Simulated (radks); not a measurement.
# Br²⁺ inside a hard spherical wall

One table from this session's results is given with a row withheld; the runs are named, their logs left out.

The numbers are computed with radks (a radial shooting solver on a logarithmic mesh, Libxc functionals) version 1 (non-relativistic Kohn-Sham, PBE, spin-polarised, spherical densities, point nucleus; open shells are filled with parallel spins first), except any that are marked as measured or tabulated.

**The system**

* element: bromine (Z = 35)
* charge: +2
* electrons: 33
* configuration: [Ar] 3d10 4s2 4p3

The outer shells:

Br²⁺
```
[Ar] core
3d [↑↓][↑↓][↑↓][↑↓][↑↓]
4s [↑↓]
4p [↑ ][↑ ][↑ ]
```

Set-up of the first run:

The run's settings:

```text
Z 35
configuration [Ar] 3d10 4s2 4p3 5s0 4d0 5p0
relativity non-relativistic
functional pbe,pbe
spin polarised
nucleus point
```

Among the steps run: The free atom; Wall at 15 bohr; Wall at 12 bohr; Wall at 10 bohr; Wall at 7 bohr; Wall at 6 bohr; Wall at 4 bohr; Wall at 2 bohr.

One table of the session follows, with a row left open; its other results are not shown here.

```
R (bohr)  E − E(free) (eV)  ε(4d, empty) (eV)  ε(5s, empty) (eV)
    free             0.000            -12.442            -12.214
      15            -0.000            -12.442            -12.214
      12             0.000            -12.442            -12.214
      10             0.000            -12.441            -12.206
       7             0.001            -12.365            -11.811
       6             0.015            -12.150            -10.889
       4                 ?                  ?                  ?
       2            161.23             56.884             181.86
```

**Question.** Estimate the row for R (bohr) = 4.

Worked estimate for «E − E(free) (eV)». A straight line through the neighbours (6, 0.015) and (2, 161.23) gives 0.015 + (161.23 − 0.015) × (4 − 6) / (2 − 6) = 80.623; a parabola fitted to 3 rows on both sides gives 48.391.

The run gave: E − E(free) (eV): 1.749; ε(4d, empty) (eV): -8.547; ε(5s, empty) (eV): 1.198. In «E − E(free) (eV)» the line misses by +78.874 and the parabola by +46.642.

From R = 2 bohr inwards the highest occupied level lies above zero, pushed up by confinement. Shells are not refilled when levels cross, and a hard wall is a model, not a crystal.
